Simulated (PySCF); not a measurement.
# C3H5BrOSi: the cost of one run

Programs: PySCF 2.14.0, with density-fitted response routines of our own. Each step states its level of theory. These are calculated values for one molecule in the gas phase, unless marked as measured. Atoms count from 0, in the outputs and in this text.

### Step 1. Starting geometry

11 atoms, charge 0, multiplicity 1; geometry from: GFN2-xTB. The atoms were then displaced at random by about 0.01 Å, so the start is not that level's minimum.

Bonds of the start (Å): Br0–C1 1.93, C1–C2 1.47, C2–C3 1.37, C3–Si4 1.86, Si4–O5 1.71, O5–C2 1.39, C1–H6 1.09, C1–H7 1.09, C3–H8 1.10, Si4–H9 1.46, Si4–H10 1.44.

### Step 2. Optimising the geometry at PBE0-D3(BJ)/def2-SVP

The job: settings as JSON, then the geometry in Å.

```
{"job": {"xc": "PBE0", "basis": "def2-SVP", "d3": "d3bj", "grid": 1, "shake": 0.01, "kind": "geom"}, "charge": 0, "multiplicity": 1}
Br    -2.689020    -0.890550     1.031590
C     -1.685010    -0.149350    -0.445090
C     -0.266770    -0.022230    -0.098900
C      0.538650    -0.282350     0.977880
Si     1.944240     0.365190    -0.045950
O      0.582510     0.504570    -1.069670
H     -1.802450    -0.816890    -1.294740
H     -2.085730     0.836920    -0.696190
H      0.214730    -0.686590     1.948100
H      2.421950     1.706260     0.271680
H      2.865020    -0.590830    -0.594370
```

Command:

```sh
> OMP_NUM_THREADS=1 python probes_run.py task.json out
```

The driver reads the jobs from task.json and runs them one after another.

**Question.** How long does this first job take on 1 thread of Arm Neoverse V1, shared host, and how much memory does it need?

About 80 s, with a peak of 0.51 GiB.
